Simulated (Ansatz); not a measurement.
# Hf2B3: the cost of one run

Method: DFT PBE, scalar-relativistic, plane waves, PAW, in Ansatz 0.2.0.

1 further run of the same task is left out (set aside as unsound or not needed). Runs told in other sessions of the task aren't counted.

### 1 Starting point

It takes space group Pm-3m (No. 221, cubic). Conventional cell: a = 4.175 Å, b = 4.175 Å, c = 4.175 Å, α = 90.00°, β = 90.00°, γ = 90.00°. Hf (site symmetry m-3m) has 12 B at 2.95 Å in its first shell of neighbours. Hf (site symmetry m-3m) is surrounded by 6 B at 2.09 Å. B (site symmetry 4/mmm) has 6 Hf at 2.09 to 2.95 Å in its first shell of neighbours.

As a file:

```
CELL_PARAMETERS angstrom
4.17470 0.00000 0.00000
0.00000 4.17470 0.00000
0.00000 0.00000 4.17470
ATOMIC_POSITIONS crystal
Hf 0.00000 0.00000 0.00000
Hf 0.50000 0.50000 0.50000
B 0.00000 0.50000 0.50000
B 0.50000 0.00000 0.50000
B 0.50000 0.50000 0.00000
```

The cell was relaxed beforehand at this level, from a generated guess; it needn't be the stable form of this composition. At a tolerance of 0.05 Å it has space group Pm-3m (No. 221); it has 14.55 Å³/atom, an uncorrected energy of +1.01 eV/atom over the elements.

### 2 Electronic structure at the relaxed geometry

input.yaml reads:

```yaml
crystal:
  lattice:
    - [4.1746968892, 0.0, 0.0]
    - [0.0, 4.1746968892, 0.0]
    - [0.0, 0.0, 4.1746968892]
  atoms:
    - { symbol: Hf, position: [0.0, 0.0, 0.0] }
    - { symbol: Hf, position: [0.5, 0.5, 0.5] }
    - { symbol: B, position: [0.0, 0.5, 0.5] }
    - { symbol: B, position: [0.5, 0.0, 0.5] }
    - { symbol: B, position: [0.5, 0.5, 0.0] }
basis:
  ecutwfc: 420
kpoints:
  mp_grid: { grid: [10, 10, 10] }
  band_path:
    path:
      - [[0.0, 0.0, 0.0], [0.0, 0.5, 0.0], [0.5, 0.5, 0.0], [0.0, 0.0, 0.0], [0.5, 0.5, 0.5], [0.0, 0.5, 0.0]]
      - [[0.5, 0.5, 0.5], [0.5, 0.5, 0.0]]
    npoints: 14
hamiltonian:
  xc: pbe
scf:
  occupations: { method: gaussian, width: 0.1 }
  n_extra_bands: 12
output:
  forces: true
  stress: true
  eigenvalues: true
  populations: true
  dos: { projected: true, de: 0.02, nscf_kmesh: { grid: [12, 12, 12] } }
  bader: true
  write_density: true
  write_potential: true
  elf: true
  volumetric_format: npy
```

Started as:

```sh
$ ansatz run input.yaml --threads 1 --pin off --max-ram 2560MiB --backend cpu --events-out ev --progress --plain --runs-dir out
```

Q: Estimate wall time and peak memory on 1 thread of Intel Xeon at 2.50GHz (Skylake/Cascade Lake), shared host.

About 3 min, with a peak of 0.49 GiB.
